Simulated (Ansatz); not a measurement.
# Molecular dynamics of LiNiBO$_{3}$

Input:

```yaml
accuracy: low
crystal:
  lattice:
    - [5.203105, 0.0, 0.0]
    - [2.563273, 5.429651, 0.0]
    - [0.607517, 2.73117, 8.485595]
  atoms:
    - { symbol: Li, position: [0.58835028, 0.1126608, 0.65205717] }
    - { symbol: Li, position: [0.04538572, 0.18335323, 0.1743072] }
    - { symbol: Li, position: [0.92477313, 0.74061196, 0.86494369] }
    - { symbol: Li, position: [0.44705328, 0.80296281, 0.42024592] }
    - { symbol: Ni, position: [0.54955369, 0.19118838, 0.98739903], spin: 0.8 }
    - { symbol: Ni, position: [0.45433416, 0.72823588, 0.0623433], spin: 0.8 }
    - { symbol: Ni, position: [0.0347023, 0.20078787, 0.4829819], spin: 0.8 }
    - { symbol: Ni, position: [0.93341299, 0.73243225, 0.53596009], spin: 0.8 }
    - { symbol: B, position: [0.07576728, 0.20050116, 0.82775946] }
    - { symbol: B, position: [0.562944, 0.21256403, 0.31405755] }
    - { symbol: B, position: [0.44107699, 0.72386056, 0.73741122] }
    - { symbol: B, position: [0.94144398, 0.71556987, 0.23686723] }
    - { symbol: O, position: [0.73181808, 0.14333002, 0.45238054] }
    - { symbol: O, position: [0.25031947, 0.14248645, 0.9603469] }
    - { symbol: O, position: [0.83209084, 0.7337953, 0.09231185] }
    - { symbol: O, position: [0.24227099, 0.77109813, 0.63263912] }
    - { symbol: O, position: [0.18634635, 0.32201822, 0.68679473] }
    - { symbol: O, position: [0.65506602, 0.30441379, 0.17299667] }
    - { symbol: O, position: [0.40200368, 0.59320443, 0.89855188] }
    - { symbol: O, position: [0.829039, 0.60223935, 0.38659071] }
    - { symbol: O, position: [0.88008333, 0.09755949, 0.83300044] }
    - { symbol: O, position: [0.33595904, 0.14327084, 0.31196767] }
    - { symbol: O, position: [0.68019932, 0.78767915, 0.69645883] }
    - { symbol: O, position: [0.13724582, 0.7992579, 0.25817096] }
magnetization:
  spin_polarized: true
basis:
  ecutwfc: 420.0
kpoints:
  mp_grid: { grid: [2, 2, 2] }
hamiltonian:
  xc: pbesol
scf:
  occupations: { method: fermi_dirac, width: 0.05 }
  lower_state_search: "off"
md:
  timestep: 1
  n_steps: 200
  ensemble: nvt_langevin
  temperature: 1170.0
  initial_velocities: maxwell_boltzmann
  seed: 169941
  friction: 0.05
```

Command:

```bash
$ ansatz run input.yaml --threads 2 --pin off --max-ram 5120MiB --backend cpu --events-out ev --progress --plain --runs-dir out
```

It goes on from the last frame of an earlier run, with new velocities.

Output, in part (step lines):

```
md step     0: t =     0.00 fs  T =  1121.2 K  F+E_penalty+E_count = -31380.36707634 eV  E_kin = 3.478387 eV  (33 SCF iters)
md step     1: t =     1.00 fs  T =  1094.9 K  F+E_penalty+E_count = -31380.33262977 eV  E_kin = 3.396549 eV  (15 SCF iters)
md step     2: t =     2.00 fs  T =  1015.9 K  F+E_penalty+E_count = -31380.31225076 eV  E_kin = 3.151708 eV  (16 SCF iters)
md step     3: t =     3.00 fs  T =  1121.7 K  F+E_penalty+E_count = -31380.29730028 eV  E_kin = 3.479693 eV  (16 SCF iters)
md step     4: t =     4.00 fs  T =  1112.5 K  F+E_penalty+E_count = -31380.29281238 eV  E_kin = 3.451207 eV  (15 SCF iters)
md step     5: t =     5.00 fs  T =  1139.4 K  F+E_penalty+E_count = -31380.30496267 eV  E_kin = 3.534650 eV  (14 SCF iters)
md step     6: t =     6.00 fs  T =  1208.7 K  F+E_penalty+E_count = -31380.32715321 eV  E_kin = 3.749583 eV  (14 SCF iters)
md step     7: t =     7.00 fs  T =  1270.8 K  F+E_penalty+E_count = -31380.35755558 eV  E_kin = 3.942376 eV  (18 SCF iters)
[... lines left out ...]
```

The steps, from the saved trajectory:

| time (fs) | T (K) | potential energy less start (eV) |
| --- | --- | --- |
| 0 | 1121 | 0.000 |
| 6 | 1209 | 0.040 |
| 12 | 1168 | -0.151 |
| 18 | 1180 | -0.157 |
| 24 | 1313 | -0.533 |
| 30 | 735 | 0.203 |
| 36 | 977 | 0.124 |
| 42 | 1220 | 0.375 |
| 48 | 1292 | 0.635 |
| 54 | 1250 | 0.760 |
| 60 | 1126 | 0.413 |
| 66 | 1265 | 0.061 |
| 72 | 1361 | -0.272 |
| 78 | 1182 | -0.107 |
| 84 | 1207 | 0.225 |
| 90 | 1097 | 0.513 |
| 96 | 1072 | -0.131 |
| 102 | 1308 | -0.631 |
| 108 | 1090 | -0.243 |
| 114 | 1109 | -0.119 |
| 120 | 1059 | 0.434 |
| 126 | 1453 | -0.193 |
| 132 | 1192 | -0.058 |
| 138 | 1107 | -0.204 |
| 144 | 1424 | -0.171 |
| 150 | 1330 | -0.028 |
| 156 | 1116 | 0.356 |
| 162 | 1193 | 0.868 |
| 168 | 1182 | 0.488 |
| 174 | 1475 | 0.755 |
| 180 | 1307 | 0.843 |
| 186 | 1563 | 0.403 |
| 192 | 1349 | 1.049 |
| 198 | 1444 | 1.559 |

All steps were run. A run of 0.2 ps of so small a system gives no equilibrium averages. No Hubbard correction was used and the magnetic state wasn't searched. Limits of this set-up: coarse k mesh, low accuracy level.

Mean squared displacements from the first frame to the last, about the centre of mass: Li 0.18 Å², Ni 0.11 Å², B 0.08 Å², O 0.12 Å².

Last frame:

```xyz
24
Lattice="5.2031 0.0000 0.0000 2.5633 5.4297 0.0000 0.6075 2.7312 8.4856" Properties=species:S:1:pos:R:3
Li 3.696 2.378 5.437
Li 0.600 1.330 1.749
Li 6.942 6.678 7.242
Li 4.320 5.184 3.437
Ni 4.010 3.717 8.428
Ni 4.174 4.064 0.698
Ni 1.228 2.069 4.217
Ni 7.252 4.923 4.997
B 1.209 2.892 6.740
B 3.741 1.663 2.634
B 4.634 5.708 6.164
B 6.771 4.242 2.167
O 4.532 1.817 3.758
O 1.909 2.894 7.951
O 6.325 4.525 0.775
O 3.713 5.854 5.311
O 1.999 3.038 5.591
O 4.353 1.897 1.412
O 4.083 5.469 7.473
O 5.830 4.007 3.189
O 5.068 2.974 6.886
O 2.363 1.494 2.679
O 6.017 5.780 6.216
O 2.892 4.784 2.426
```

Run time: 33 min on 2 threads of Intel(R) Xeon(R) Platinum 8488C (Sapphire Rapids), with other jobs on the host, peak memory 1.7 GiB.
